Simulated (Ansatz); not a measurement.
# Fe: the cost of one run

Computed with Ansatz 0.2.0 (DFT PBE, scalar-relativistic, plane waves, PAW, unless a step's input says otherwise).

The COD entry's cell or inner coordinates are ideal or old and differ from later refinements, so a difference from it is no clean test against experiment.

### 1 The structure to begin with

Symmetry: Im-3m, No. 229, cubic system. The conventional cell has a = 2.831 Å, b = 2.831 Å, c = 2.831 Å, α = 90.00°, β = 90.00°, γ = 90.00°. Fe (site symmetry m-3m) has 8 Fe at 2.45 Å as nearest neighbours.

As a file:

```
Fe
1.0
    -1.41559    1.41559    1.41559
     1.41559   -1.41559    1.41559
     1.41559    1.41559   -1.41559
Fe
1
Cartesian
  0.0000 0.0000 0.0000
```

An earlier run at PBE left this cell at 11.347 Å³/atom and -0.14 GPa (22×22×22 mesh).

### 2 Ferromagnetic, larger cell

The input, input.yaml:

```yaml
crystal:
  lattice:
    - [2.8311865454, 0.0, 0.0]
    - [0.0, 2.8311865454, 0.0]
    - [0.0, 0.0, 2.8311865454]
  atoms:
    - { symbol: Fe, position: [0.0, 0.0, 0.0], spin: 2.5 }
    - { symbol: Fe, position: [0.5, 0.5, 0.5], spin: 2.5 }
basis:
  ecutwfc: 420
  ecutrho_ratio: 4
kpoints:
  mp_grid: { grid: [16, 16, 16] }
hamiltonian:
  xc: pbe
scf:
  occupations: { method: gaussian, width: 0.05 }
  lower_state_search: "off"
output:
  forces: true
  stress: true
  eigenvalues: true
  populations: true
magnetization:
  spin_polarized: true
```

Run with:

```bash
$ ansatz run input.yaml --threads 2 --pin off --max-ram 5120MiB --backend cpu --events-out ev --progress --plain --runs-dir out
```

Q: Estimate wall time and peak memory on 2 threads of Arm Neoverse V2, shared host.

About 8.7 s, with a peak of 0.44 GiB.
